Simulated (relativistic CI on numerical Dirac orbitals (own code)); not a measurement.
# Cu: the cost of one run

Method: charge-transfer multiplet model of a cubic metal-ligand cluster with up to 2 ligand holes, Slater and spin-orbit integrals from Dirac-Coulomb-Breit ions, Slater integrals scaled by 0.8. Code: relativistic CI on numerical Dirac orbitals (own code) version 3.

**1. The system**

* ion: Cu²⁺ (Cu III)
* nuclear charge: 29
* electrons: 27
* d electrons: 9
* ligand holes at most: 1
* parameters: in eV; Veg, Vt2g hoppings, tenDq and tenDqL metal and ligand splittings (negative tenDq: tetrahedral), red the scaling of hopping with a core hole
* temperature: 300 K
* widths: Lorentz 1.1 eV, Gauss 0.6 eV

**2. tenDq = 0.45 eV**

Settings, as recorded:

```ini
cluster ion=Cu2+ d9 ligand_holes=2 slater_scale=0.8
Delta=4.5 Udd=6.4 Upd=7.3 tenDq=0.45 tenDqL=1.1 Veg=2.9 Vt2g=-1.37 red=0.8
spectrum xps 1s T=300 lorentz=1.1 gauss=0.6
```

Run with:

```
> python run_levels.py task.json out
```

task.json lists these runs, among others, and the program works through them in turn.

**Question.** How long does this run take on 1 thread of Neoverse-V1, shared host, and how much memory does it need?

About 1.2 s, with a peak of 0.17 GiB.
